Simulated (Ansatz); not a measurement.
**B₂H₄OS: basis-set convergence**

One table from this session's results is given with a row withheld; the runs are named, their logs left out.

Computed with Ansatz 0.2.0, Gaussian basis. Level: one geometry, several basis sets.

Plan: PBE0-D4/def2-SVP; ωB97M-V/def2-SVP; PBE0-D4/def2-QZVPP; ωB97M-V/def2-QZVPP; the functionals' def2-TZVPP values are taken from earlier runs.

## The relaxed structure

An earlier PBE0-D4 in a triple-zeta def2 set relaxation fixed the geometry.

SMILES `BB(O)S`, 8 atoms, charge 0, spin multiplicity 1.

Atoms are counted from 1 here; the program's logs count them from 0.

Bond lengths: B1–B2 1.672 Å, B1–H5 1.199 Å, B1–H6 1.199 Å, B2–O3 1.359 Å, B2–S4 1.826 Å, O3–H7 0.959 Å, S4–H8 1.344 Å. Angles: B2–B1–H5 121.6°, B2–B1–H6 121.6°, H5–B1–H6 116.5°, B1–B2–O3 131.6°, B1–B2–S4 113.8°, O3–B2–S4 114.6°, B2–O3–H7 113.9°, B2–S4–H8 97.0°.

Geometry (Å):

```mol
B2H4OS
  3D, bonds by distance, orders not assigned

  8  7  0  0  0  0  0  0  0  0999 V2000
    0.1522    1.0972    0.0448 B   0  0
    0.1528   -0.5751    0.0584 B   0  0
    1.0867   -1.4740    0.4671 O   0  0
   -1.3820   -1.3173   -0.5948 S   0  0
    0.5040    1.7179   -0.9184 H   0  0
   -0.2969    1.7327    0.9565 H   0  0
    1.8882   -1.0739    0.8087 H   0  0
   -2.0130   -0.1644   -0.8782 H   0  0
  1  2  8  0
  2  3  8  0
  2  4  8  0
  1  5  8  0
  1  6  8  0
  3  7  8  0
  4  8  8  0
M  END
```

The first run:

in.yaml

```yaml
crystal:
  periodic: [false, false, false]
  atoms:
    - {symbol: B, position_ang: [0.152227, 1.097220, 0.044777]}
    - {symbol: B, position_ang: [0.152805, -0.575111, 0.058374]}
    - {symbol: O, position_ang: [1.086670, -1.474026, 0.467137]}
    - {symbol: S, position_ang: [-1.381985, -1.317300, -0.594777]}
    - {symbol: H, position_ang: [0.503998, 1.717867, -0.918365]}
    - {symbol: H, position_ang: [-0.296878, 1.732675, 0.956486]}
    - {symbol: H, position_ang: [1.888215, -1.073897, 0.808709]}
    - {symbol: H, position_ang: [-2.012954, -0.164429, -0.878241]}
basis:
  gaussian: {orbitals: def2-SVP}
hamiltonian: {xc: pbe0, dispersion: d4}
output: {orbitals: {seedname: orbitals}}
```

The run is started by

```console
> ansatz run in.yaml --threads 2 --pin off --events-out ev --progress --plain --max-ram 4352MiB
```

Among the steps run: PBE0-D4 in def2-SVP; ωB97M-V in def2-SVP; PBE0-D4 in def2-QZVPP; ωB97M-V in def2-QZVPP.

One of the session's tables, all rows but one given; the rest of the session is left out.

It belongs to the step «Density functionals: the series». 

| functional | basis | HOMO (eV) | LUMO (eV) |
| --- | --- | --- | --- |
| PBE0-D4 | def2-SVP | -7.49 | -2.06 |
| PBE0-D4 | def2-TZVPP | -7.68 | -2.17 |
| PBE0-D4 | def2-QZVPP | -7.71 | -2.19 |
| ωB97M-V | def2-SVP | -9.62 | -0.02 |
| ωB97M-V | def2-TZVPP | -9.86 | -0.26 |
| ωB97M-V | def2-QZVPP | ? | ? |

Q: Estimate the row for ωB97M-V, def2-QZVPP from the others.

As computed: HOMO (eV): -9.89; LUMO (eV): -0.34. In the column «HOMO (eV)» it is the lowest.
